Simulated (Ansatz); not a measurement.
**CH5AlClFOSi: up Jacob's ladder to CCSD(T)**

The task here is to estimate one member of a computed series from the others.

Program: Ansatz 0.2.0, Gaussian basis. Level of theory: functionals in def2-TZVPP, the program's frozen cores in correlated methods. These are calculated values, not measurements.

Levels to be run: PBE-D4, r2SCAN-D4, PBE0-D4, B3LYP-D4, ωB97X-V, ωB97M-V, B2PLYP; CCSD(T)/def2-TZVPP; MP2/def2-QZVPP; extrapolation to the limit.

### Structure used throughout

The geometry comes from an earlier relaxation with PBE0-D4 in a triple-zeta def2 set; it is a stationary point, not always the lowest conformer.

SMILES `C[Si](F)(Cl)[O][AlH2]`, 11 atoms, charge 0, spin multiplicity 1.

Atoms are counted from 1 here; the program's logs count them from 0.

Bond lengths: C1–Si2 1.838 Å, C1–H7 1.093 Å, C1–H8 1.092 Å, C1–H9 1.091 Å, Si2–F3 1.592 Å, Si2–Cl4 2.052 Å, Si2–O5 1.603 Å, O5–Al6 1.696 Å, Al6–H10 1.577 Å, Al6–H11 1.577 Å. Angles: Si2–C1–H7 110.1°, Si2–C1–H8 110.5°, Si2–C1–H9 110.7°, H7–C1–H8 108.4°, H7–C1–H9 108.6°, H8–C1–H9 108.5°, C1–Si2–F3 109.3°, C1–Si2–Cl4 110.3°, C1–Si2–O5 112.8°, F3–Si2–Cl4 106.1°, F3–Si2–O5 108.7°, Cl4–Si2–O5 109.3°, Si2–O5–Al6 157.7°, O5–Al6–H10 116.1°, O5–Al6–H11 118.8°, H10–Al6–H11 125.1°.

Geometry (Å):

| atom | x (Å) | y (Å) | z (Å) |
| --- | --- | --- | --- |
| C1 | -0.6086 | -0.4479 | 1.8395 |
| Si2 | -0.1511 | -0.7855 | 0.0913 |
| F3 | 0.9433 | -1.9406 | 0.0477 |
| Cl4 | -1.7723 | -1.4967 | -0.9455 |
| O5 | 0.4343 | 0.5047 | -0.6584 |
| Al6 | 0.9564 | 1.4633 | -1.9563 |
| H7 | 0.2649 | -0.0984 | 2.3950 |
| H8 | -1.3807 | 0.3222 | 1.8898 |
| H9 | -0.9892 | -1.3507 | 2.3206 |
| H10 | 1.3608 | 2.9462 | -1.6054 |
| H11 | 1.0074 | 0.8264 | -3.3977 |

Set-up of the first run:

Contents of in.yaml:

```yaml
crystal:
  periodic: [false, false, false]
  atoms:
    - {symbol: C, position_ang: [-0.608597, -0.447904, 1.839495]}
    - {symbol: Si, position_ang: [-0.151117, -0.785457, 0.091349]}
    - {symbol: F, position_ang: [0.943275, -1.940598, 0.047724]}
    - {symbol: Cl, position_ang: [-1.772287, -1.496677, -0.945459]}
    - {symbol: O, position_ang: [0.434339, 0.504662, -0.658427]}
    - {symbol: Al, position_ang: [0.956391, 1.463345, -1.956322]}
    - {symbol: H, position_ang: [0.264947, -0.098413, 2.394996]}
    - {symbol: H, position_ang: [-1.380745, 0.322164, 1.889827]}
    - {symbol: H, position_ang: [-0.989192, -1.350684, 2.320580]}
    - {symbol: H, position_ang: [1.360787, 2.946220, -1.605427]}
    - {symbol: H, position_ang: [1.007401, 0.826441, -3.397739]}
basis:
  gaussian: {orbitals: def2-TZVPP}
hamiltonian: {xc: pbe, dispersion: d4}
output: {forces: true, orbitals: {seedname: orbitals}}
```

Run with:

```sh
> ansatz run in.yaml --threads 4 --pin off --events-out ev --progress --plain --max-ram 10444MiB
```

Steps of the session up to this table: PBE-D4 (GGA); r2SCAN-D4 (meta-GGA); PBE0-D4 (hybrid); B3LYP-D4 (hybrid); ωB97X-V (range-separated); ωB97M-V (range-separated); B2PLYP (double hybrid); CCSD(T) in def2-TZVPP; MP2 in def2-QZVPP.

One table of the session follows, with a row left open; its other results are not shown here.

It belongs to the step «Atomisation energies». 

| method | atomisation energy (kJ/mol) |
| --- | --- |
| PBE-D4 | 4164.2 |
| r2SCAN-D4 | 4170.4 |
| PBE0-D4 | ? |
| B3LYP-D4 | 4126.8 |
| ωB97X-V | 4169.7 |
| ωB97M-V | 4169.8 |
| B2PLYP | 4102.7 |
| HF/def2-TZVPP | 3152.1 |
| MP2/def2-TZVPP | 4157.1 |
| CCSD/def2-TZVPP | 4002.2 |
| CCSD(T)/def2-TZVPP | 4056.0 |
| MP2/CBS | 4275.1 |
| CCSD(T)/CBS | 4173.9 |

Q: Estimate the row for PBE0-D4 from the others.

The run gave: atomisation energy (kJ/mol): 4111.9. In the column «atomisation energy (kJ/mol)» it lies between B2PLYP (4102.7) and B3LYP-D4 (4126.8).
